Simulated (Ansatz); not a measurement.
# NiNF3: the cost of one run

Program: the Python package of Ansatz 0.2.0. Level of theory: DFT PBE+U, plane waves, PAW. These are calculated values, not measurements.

**1. The system**

It takes space group Pm-3m (No. 221, cubic). The conventional cell has a = 3.929 Å, b = 3.929 Å, c = 3.929 Å, α = 90.00°, β = 90.00°, γ = 90.00°. Ni (site symmetry m-3m) has 6 F at 1.96 Å in its first shell of neighbours. N (site symmetry m-3m) has 12 F at 2.78 Å in its first shell of neighbours. F (site symmetry 4/mmm) is surrounded by 2 Ni at 1.96 Å.

Input file ninf3.cif:

```cif
data_NiNF3
_cell_length_a 3.928837
_cell_length_b 3.928837
_cell_length_c 3.928837
_cell_angle_alpha 90.00000
_cell_angle_beta 90.00000
_cell_angle_gamma 90.00000
_symmetry_space_group_name_H-M 'P 1'
_symmetry_Int_Tables_number 1
loop_
_symmetry_equiv_pos_as_xyz
'x, y, z'
loop_
_atom_site_label
_atom_site_type_symbol
_atom_site_fract_x
_atom_site_fract_y
_atom_site_fract_z
Ni1 Ni    0.500000    0.500000    0.500000
N2 N    0.000000    0.000000    0.000000
F3 F    0.000000    0.500000    0.500000
F4 F    0.500000    0.500000    0.000000
F5 F    0.500000    0.000000    0.500000
```

**2. The script**

File ninf3_ecut.py:

```python
"""Convergence of NiNF3 with the plane-wave cutoff."""

import ansatz as az
from ase.io import read
from tabulate import tabulate


def main() -> None:
    atoms = read("ninf3.cif")
    ninf3 = az.Crystal.from_ase(atoms).moments(Ni=1.5)

    model = (
        ninf3.calculation()
        .hubbard("Ni", "d", u=5.9, j=0.9)
        .spin(az.SpinTreatment.COLLINEAR)
        .kpoints(7)
        .occupations("Fermi-Dirac")
    )

    rows = []
    for value in [250, 350, 450, 550]:
        rep = model.basis(value).run(threads=1, backend="cpu").report
        rows.append((value, rep["free_energy_ev"] / len(rep["lattice"]["sites"]), rep["n_iterations"], rep["magnetization_mub"], rep["n_pw"]))

    print(tabulate(rows, headers=["cutoff (eV)", "F/atom (eV)", "iterations", "moment (muB)", "plane waves"], floatfmt=".4f", tablefmt="simple"))

    # the last row is the reference
    for row in rows[:-1]:
        shift = 1000 * (row[1] - rows[-1][1])
        print(f"{row[0]}: {shift:+.2f} meV/atom" + ("  (within 2 meV)" if abs(shift) < 2 else ""))


if __name__ == "__main__":
    main()
```

**3. The calls as engine input**

The package turns the script's settings into the engine's input (first run):

```yaml
crystal:
  lattice:
    - [3.928837, 0.0, 0.0]
    - [0.0, 3.928837, 0.0]
    - [0.0, 0.0, 3.928837]
  atoms:
    - { symbol: Ni, position: [0.49999999999999994, 0.49999999999999994, 0.49999999999999994] }
    - { symbol: "N", position: [0.0, 0.0, 0.0] }
    - { symbol: F, position: [0.0, 0.49999999999999994, 0.49999999999999994] }
    - { symbol: F, position: [0.49999999999999994, 0.49999999999999994, 0.0] }
    - { symbol: F, position: [0.49999999999999994, 0.0, 0.49999999999999994] }
basis:
  ecutwfc: 250.0
kpoints:
  mp_grid:
    grid: [7, 7, 7]
hamiltonian:
  hubbard:
    - { species: Ni, l: d, u: 5.9, j: 0.9 }
magnetization:
  spin_polarized: true
  per_species:
    Ni: 1.5
scf:
  occupations:
    method: fermi_dirac
```

**4. The run**

Command:

```sh
$ python ninf3_ecut.py
```

What time and memory should one allow on 1 thread of Arm Neoverse V1, shared host?

About 82 s, with a peak of 0.86 GiB.
